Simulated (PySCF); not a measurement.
# C5H9Br (Bromocyclopentane): the cost of one run

Programs: PySCF 2.14.0, with routines of our own; each step states its level. All values are computed. Atoms count from 0.

## 1. The starting structure

15 atoms, charge 0, multiplicity 1; geometry from: GFN2-xTB.

## 2. Relaxing the molecule at PBE0-D3(BJ)/def2-SVP

What the job is given:

```
{"job": {"xc": "PBE0", "basis": "def2-SVP", "d3": "d3bj", "grid": 1, "maxiter": 30, "shake": 0.01, "kind": "geom"}, "charge": 0, "multiplicity": 1}
Br     1.295520     1.866780     1.180600
C      0.767680     0.874420    -0.440200
C      1.096430    -0.591060    -0.262540
C      0.016000    -1.129390     0.621190
C     -1.217710    -0.191600     0.393750
C     -0.740540     0.877480    -0.600230
H      1.316330     1.361880    -1.254730
H      2.115110    -0.736600     0.184750
H      1.105450    -1.062810    -1.216590
H      0.281470    -1.120570     1.682180
H     -0.267570    -2.163200     0.370830
H     -1.488280     0.292800     1.350540
H     -2.116790    -0.704920     0.019280
H     -0.987310     0.571190    -1.614180
H     -1.191140     1.838210    -0.421920
```

On the command line:

```bash
OMP_NUM_THREADS=1 python heavy_run.py task.json out
```

One launch serves the whole session: the jobs run in the order shown.

Q: Estimate the wall time and peak memory of this first job on 1 thread of AMD EPYC 7R43, shared host.

About 47 s, with a peak of 0.61 GiB.
